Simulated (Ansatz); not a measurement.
SrIr2, space group Fd-3m: a test of the smearing width, run with the Ansatz DFT code, driven from Python.

The script reads `POSCAR`:
```text
SrIr2
1.0
   0.00000000    3.85000000    3.85000000
   3.85000000    0.00000000    3.85000000
   3.85000000    3.85000000    0.00000000
Sr Ir
2 4
Direct
   0.00000000    0.00000000    0.00000000
   0.25000000    0.25000000    0.25000000
   0.62500000    0.62500000    0.62500000
   0.12500000    0.62500000    0.62500000
   0.62500000    0.62500000    0.12500000
   0.62500000    0.12500000    0.62500000
```

`srir2.py`:
```python
# -*- coding: utf-8 -*-
import ansatz as az
from ase.io import read
import matplotlib.pyplot as plt

XC = "r2SCAN"
K_LENGTH = 24

atoms = read("POSCAR", format="vasp")
system = az.Crystal.from_ase(atoms)

model = (
    system.calculation()
    .pseudopotentials("paw", azcp={"folder": "soft_1"})
    .functional(XC)
    .basis(45 * az.Ry)
    .kpoints(length=K_LENGTH)
    .forces()
    .stress()
)

rows = []
for value in [0.5, 0.3, 0.2, 0.1]:
    rep = model.occupations("cold", width=value).run(threads=1, backend="cpu").report
    rows.append((value, rep["free_energy_ev"] / len(rep["lattice"]["sites"]), rep["n_iterations"], sum(rep["stress_gpa"][i][i] for i in range(3)) / 3, max(abs(f) for row in rep["forces_ev_ang"] for f in row), rep["n_kpoints"]))

print("  width (eV)   F/atom (eV)    iterations       P (GPa)  max component (eV/A)      k-points")
for row in rows:
    print(f"{str(row[0]):>12s}  {row[1]:12.5f}  {row[2]:12d}  {row[3]:12.3f}  {row[4]:20.4f}  {row[5]:12d}")

for row in rows[:-1]:
    shift = 1000 * (row[1] - rows[-1][1])
    print(f"{row[0]}: {shift:+.2f} meV/atom" + ("  (within 2 meV)" if abs(shift) < 2 else ""))
plt.figure(figsize=(4.5, 3))
plt.plot([str(row[0]) for row in rows], [1000 * (row[1] - rows[-1][1]) for row in rows], "o-")
plt.xlabel("width (eV)")
plt.ylabel("F - F(last) (meV/atom)")
plt.tight_layout()
plt.savefig("smear.png", dpi=100)
```

How much does the free energy per atom change between the narrowest and the widest smearing, and why?

Going from 0.1 to 0.5 eV changes F by +14.1 meV an atom. This scheme is built to cancel the term in the square of the width, but that needs a smooth density of states and a fine mesh, and here a sizeable shift remains. The pressure moves from -0.13 to -0.45 GPa.

The run itself:

```console
$ python srir2.py
  width (eV)   F/atom (eV)    iterations       P (GPa)  max component (eV/A)      k-points
         0.5   -9152.04907             9        -0.446                0.0000            10
         0.3   -9152.06164             9        -0.329                0.0000            10
         0.2   -9152.06394             9        -0.177                0.0000            10
         0.1   -9152.06322             9        -0.128                0.0000            10
0.5: +14.15 meV/atom
0.3: +1.58 meV/atom  (within 2 meV)
0.2: -0.73 meV/atom  (within 2 meV)
```

The mesh is modest for a metal, so energies can be off by several to tens of meV an atom and pressures by half a GPa or more; differences at equal mesh fare better. Forces vanish by symmetry here and test nothing. Of the deposited cell: the entry's cell lengths or inner coordinates differ somewhat from later room-temperature determinations. The narrowest width needs the finest mesh, so the last row is no converged reference. Pressure is positive in compression. Spin-orbit coupling, which matters for elements this heavy, is left out. The structure is a deposited one; some such entries were measured under pressure or heat, so a shift against it needn't be the functional's error alone. Wall time of the script: 56 s on 1 thread of Intel(R) Xeon(R) Processor @ 2.30GHz, on a shared host, peak memory 1.1 GiB.
